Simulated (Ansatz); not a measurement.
Crystal: NiMoIrPdW.

```
Ni Mo Pd Ir W
1.0
     4.14670    0.00000    0.00000
    -2.07335    3.59115    0.00000
     0.00000    0.00000    5.41629
Ni Mo Pd Ir W
1 1 1 1 1
Direct
  0.00000 0.00000 0.02221
  0.66667 0.33333 0.45996
  0.33333 0.66667 0.74601
  0.33333 0.66667 0.25641
  0.66667 0.33333 0.99985
```

The cell was built by a generator and needn't be a form met in nature.

Base run:

```yaml
Program: Ansatz 0.2.0
Functional: PBE
Potentials_or_basis: Ansatz PAW
Cutoff: 420 eV
Density_cutoff: 1680 eV
k_mesh: 7 × 7 × 5
Occupations: fermi-dirac, width 0.05 eV
Spin: collinear spin, ferromagnetic start
Starting_moments: "[1.0, 1.0, 0.0, 0.6, 0.0] μB"
Hubbard_terms: Ir d U = 2 eV, Mo d U = 2 eV, Ni d U = 2 eV, Pd d U = 2 eV, W d U = 2 eV
```

Its results: band gap on the k mesh none (metal or under the smearing width); pressure 0.3 GPa; net moment 0.00 μB per cell; largest force 0.139 eV/Å.

Question: The run is repeated on the same cell with these changes: hubbard terms from Ir d U = 2 eV, Mo d U = 2 eV, Ni d U = 2 eV, Pd d U = 2 eV, W d U = 2 eV to Ir d U = 6 eV, Mo d U = 6 eV, Ni d U = 6 eV, Pd d U = 6 eV, W d U = 6 eV. What comes out?

Answer: Band gap on the k mesh none (metal or under the smearing width); pressure 31.3 GPa; net moment 2.05 μB per cell; site moments Ni +0.91; Mo +2.73; Pd -0.01; Ir -0.14; W -1.76 μB; largest force 3.663 eV/Å.

Caveats: the magnetic or orbital state may not be the lowest; the U is typed as a test and isn't derived for this compound; a pressure of tens of GPa on the cell as given is suspect, and the run, the potentials or the cell itself is likely at fault (some runs); forces of over 1 eV/Å show positions far from the minimum, so gaps and moduli don't describe the material at rest (some runs).

Not every run made on this cell is shown here.
